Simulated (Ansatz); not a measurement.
**C₂H₄BClO: up Jacob's ladder to CCSD(T)**

An exercise on one series of results from a longer session: the logs are not shown, and one member is left open.

Computed with Ansatz 0.2.0, Gaussian basis. Level: functionals in def2-TZVPP, the program's frozen cores in correlated methods.

Plan: LDA (SPW92), PBE-D4, revPBE-D4, BLYP-D4, r2SCAN-D4, B97M-V, PBE0-D4, B3LYP-D4, r2SCANh-D4, r2SCAN0-D4, HSE06-D4, BHLYP-D4, CAM-B3LYP-D4, LC-ωPBE, ωB97X-V, ωB97M-V, B2PLYP, PBE-QIDH; CCSD(T)/def2-SVP; CCSD(T)/def2-TZVPP; MP2/def2-QZVPP; extrapolation to the limit; RPA on PBE.

## The relaxed structure

The geometry comes from an earlier relaxation with PBE0-D4 in a triple-zeta def2 set; it is a stationary point, not always the lowest conformer.

SMILES `O=CCBCl`, 9 atoms, charge 0, spin multiplicity 1.

Atoms are counted from 1 here; the program's logs count them from 0.

Bond lengths: O1–C2 1.199 Å, C2–C3 1.498 Å, C2–H6 1.112 Å, C3–B4 1.560 Å, C3–H7 1.104 Å, C3–H8 1.091 Å, B4–Cl5 1.740 Å, B4–H9 1.193 Å. Angles: O1–C2–C3 124.3°, O1–C2–H6 120.7°, C3–C2–H6 115.0°, C2–C3–B4 112.8°, C2–C3–H7 106.9°, C2–C3–H8 111.2°, B4–C3–H7 102.7°, B4–C3–H8 114.1°, H7–C3–H8 108.5°, C3–B4–Cl5 120.7°, C3–B4–H9 122.4°, Cl5–B4–H9 116.9°.

Coordinates:

```
O    -2.2959    0.1120    0.3564
C    -1.2516   -0.4602    0.2187
C     0.0856    0.1391    0.5298
B     1.0122    0.2302   -0.7220
Cl    2.1682    1.5213   -0.8784
H    -1.2202   -1.4980   -0.1783
H     0.6181   -0.5829    1.1740
H    -0.0205    1.0774    1.0754
H     0.9926   -0.5854   -1.5924
```

The first run:

The input, in.yaml:

```yaml
crystal:
  periodic: [false, false, false]
  atoms:
    - {symbol: O, position_ang: [-2.295929, 0.112016, 0.356354]}
    - {symbol: C, position_ang: [-1.251602, -0.460197, 0.218725]}
    - {symbol: C, position_ang: [0.085622, 0.139131, 0.529831]}
    - {symbol: B, position_ang: [1.012246, 0.230213, -0.722008]}
    - {symbol: Cl, position_ang: [2.168182, 1.521325, -0.878435]}
    - {symbol: H, position_ang: [-1.220175, -1.497976, -0.178323]}
    - {symbol: H, position_ang: [0.618068, -0.582862, 1.174019]}
    - {symbol: H, position_ang: [-0.020492, 1.077405, 1.075354]}
    - {symbol: H, position_ang: [0.992581, -0.585355, -1.592418]}
basis:
  gaussian: {orbitals: def2-TZVPP}
hamiltonian: {xc: lda}
output: {orbitals: {seedname: orbitals}}
```

Started as:

```console
ansatz run in.yaml --threads 2 --pin off --events-out ev --progress --plain --max-ram 4352MiB
```

Steps of the session up to this table: LDA; PBE-D4 (GGA); revPBE-D4 (GGA); BLYP-D4 (GGA); r2SCAN-D4 (meta-GGA); B97M-V (meta-GGA); PBE0-D4 (hybrid); B3LYP-D4 (hybrid); r2SCANh-D4 (hybrid); r2SCAN0-D4 (hybrid); HSE06-D4 (hybrid); BHLYP-D4 (hybrid); CAM-B3LYP-D4 (range-separated); LC-ωPBE (range-separated); ωB97X-V (range-separated); ωB97M-V (range-separated); B2PLYP (double hybrid); PBE-QIDH (double hybrid).

One table of the session follows, with a row left open; its other results are not shown here.

| functional | HOMO (eV) | LUMO (eV) | gap (eV) |
| --- | --- | --- | --- |
| LDA (SPW92) | -6.22 | -2.98 | 3.24 |
| PBE-D4 | -6.07 | -2.71 | 3.37 |
| revPBE-D4 | -6.01 | -2.59 | 3.42 |
| BLYP-D4 | -5.99 | -2.55 | 3.44 |
| r2SCAN-D4 | -6.37 | -2.39 | 3.99 |
| B97M-V | -6.54 | -2.37 | 4.17 |
| PBE0-D4 | -7.64 | -1.73 | 5.91 |
| B3LYP-D4 | -7.41 | -1.95 | 5.46 |
| r2SCANh-D4 | -6.97 | -2.05 | 4.92 |
| r2SCAN0-D4 | -7.87 | -1.54 | 6.33 |
| HSE06-D4 | ? | ? | ? |
| BHLYP-D4 | -9.20 | -0.66 | 8.54 |
| CAM-B3LYP-D4 | -9.10 | -0.60 | 8.50 |
| LC-ωPBE | -10.40 | 0.60 | 10.99 |
| ωB97X-V | -10.09 | 0.51 | 10.60 |
| ωB97M-V | -10.02 | 0.31 | 10.33 |

Estimate the missing values for HSE06-D4.

The run gave: HOMO (eV): -7.24; LUMO (eV): -2.12; gap (eV): 5.12. In the column «HOMO (eV)» it lies between B3LYP-D4 (-7.41) and r2SCANh-D4 (-6.97).
